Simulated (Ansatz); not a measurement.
# Si8O17: the cost of one run

Method: DFT LDA, plane waves, PAW, scalar-relativistic, collinear spin, in Ansatz 0.2.0.

### 1 The structure to begin with

The cell holds 25 atoms (O17Si8): a = 7.000 Å, b = 7.000 Å, c = 6.876 Å, α = 90.00°, β = 90.00°, γ = 90.00°.

The coordinates stand in the first input below.

### 2 Relaxing the start

Input file input.yaml:

```yaml
accuracy: low
crystal:
  lattice:
    - [-4.9501, -4.9501, 0.0]
    - [4.9501, -4.9501, 0.0]
    - [0.0, 0.0, 6.876]
  atoms:
    - { symbol: Si, position: [0.1973, 0.5, 0.0] }
    - { symbol: Si, position: [0.0, 0.1973, 0.25] }
    - { symbol: Si, position: [0.8027, 0.5, 0.5] }
    - { symbol: Si, position: [0.0, 0.8027, 0.75] }
    - { symbol: O, position: [0.3263, 0.5651, 0.1817] }
    - { symbol: O, position: [0.9349, 0.3263, 0.4317] }
    - { symbol: O, position: [0.6737, 0.4349, 0.6817] }
    - { symbol: O, position: [0.0651, 0.6737, 0.9317] }
    - { symbol: O, position: [0.9349, 0.6737, 0.5683] }
    - { symbol: O, position: [0.6737, 0.5651, 0.3183] }
    - { symbol: O, position: [0.0651, 0.3263, 0.0683] }
    - { symbol: O, position: [0.3263, 0.4349, 0.8183] }
    - { symbol: Si, position: [0.6973, 0.0, 0.0] }
    - { symbol: Si, position: [0.5, 0.6973, 0.25] }
    - { symbol: Si, position: [0.3027, 0.0, 0.5] }
    - { symbol: Si, position: [0.5, 0.3027, 0.75] }
    - { symbol: O, position: [0.8263, 0.0651, 0.1817] }
    - { symbol: O, position: [0.4349, 0.8263, 0.4317] }
    - { symbol: O, position: [0.1737, 0.9349, 0.6817] }
    - { symbol: O, position: [0.5651, 0.1737, 0.9317] }
    - { symbol: O, position: [0.4349, 0.1737, 0.5683] }
    - { symbol: O, position: [0.1737, 0.0651, 0.3183] }
    - { symbol: O, position: [0.5651, 0.8263, 0.0683] }
    - { symbol: O, position: [0.8263, 0.9349, 0.8183] }
    - { symbol: O, position: [0.7511506, 0.364259, 0.0911621], spin: 1.0 }
magnetization:
  spin_polarized: true
basis:
  ecutwfc: 420.0
kpoints:
  mp_grid: { grid: [1, 1, 1] }
hamiltonian:
  xc: lda
  pseudopotentials: { kind: paw, azcp: { folder: soft_1 } }
scf:
  occupations: { method: fermi_dirac, width: 0.02 }
  lower_state_search: "off"
relax:
  f_tol: 0.08
  max_steps: 25
  adjacent_minimum: "off"
```

On the command line:

```bash
> ansatz run input.yaml --threads 1 --pin off --max-ram 3072MiB --backend cpu --events-out ev --progress --plain --runs-dir out
```

Q: Estimate wall time and peak memory on 1 thread of Arm Neoverse V1, shared host.

About 27 s, with a peak of 0.41 GiB.
